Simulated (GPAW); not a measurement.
The system is MoN2.

```
CELL_PARAMETERS angstrom
4.34805 0.00000 0.00000
0.00000 4.34805 0.00000
0.00000 0.00000 2.76746
ATOMIC_POSITIONS crystal
Mo 0.00000 0.00000 0.00000
Mo 0.50000 0.50000 0.00000
N 0.61165 0.88835 0.50000
N 0.38835 0.11165 0.50000
N 0.11165 0.61165 0.50000
N 0.88835 0.38835 0.50000
```

Measurements of this composition are mostly on another form, of space group No. 160.

Base run:

* Program: GPAW 26.7.0
* Functional: PBEsol
* Potentials or basis: PAW data sets generated in the run's folder for this functional
* Cutoff: 800 eV
* Basis: pw
* k mesh: 5 × 5 × 7
* Occupations: fermi-dirac, width 0.05 eV
* Spin: no spin polarisation
* Hubbard terms: Mo d U = 6 eV

Its results: pressure 1.9 GPa; largest force 0.736 eV/Å.

Task: The run is repeated on the same cell with these changes: hubbard terms from Mo d U = 6 eV to none. What comes out?

Result: Pressure -15.6 GPa; largest force 0.042 eV/Å.

Caveats: U without spin polarisation on a metal has little footing (some runs).

Not every run made on this cell is shown here.
